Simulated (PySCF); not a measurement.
Runs of PySCF 2.14.0 on O2GeSiH4. The cell holds a molecule in a box, 8 atoms: a = 13.000 Å, b = 14.000 Å, c = 12.000 Å, α = 90.00°, β = 90.00°, γ = 90.00°. 

| task | level | frozen core bands | conv_tol | exxdiv | grid for exchange and correlation | gap on the mesh (eV) |
| --- | --- | --- | --- | --- | --- | --- |
| excitation energies (Tamm-Dancoff) | PBE0 | 16 | 1e-08 Ha | ewald | Becke, atom-centred | 6.28 |
| atomic charges | MN15-L | - | 1e-07 Ha | - | Becke, atom-centred | 4.64 |
| atomic charges | PBE0 | - | 1e-07 Ha | ewald | Becke, atom-centred | 6.28 |
| MP2 correlation energy | HF | 16 | 1e-08 Ha | ewald | - | 12.55 |
| atomic charges | PBE50 | - | 1e-07 Ha | ewald | Becke, atom-centred | (a) |
| atomic charges | WC | - | 1e-07 Ha | - | Becke, atom-centred | 4.16 |

Alike in all rows: potentials or basis pob-tzvp-rev2 (all-electron); no spin polarisation; cell as given; k mesh 1 × 1 × 1; smearing fixed.

Task: Fill in the values left out.

Result: (a) 8.39.

Caveats: this is a molecule in a periodic box at the Γ point, so its band gap is the HOMO-LUMO gap; relativity is left out, which matters for the heavier elements; the basis of atomic orbitals isn't converged, which shifts pressures, moduli and gaps; the basis is small and the box finite, so much correlation energy is missing and levels can be off by tenths of an eV (some runs); the iterative solver can pass over a root and still report convergence (some runs).

A k mesh can miss the band edges, and the runs leave out spin-orbit coupling on Ge.

Runs at the PBE level aren't shown here.
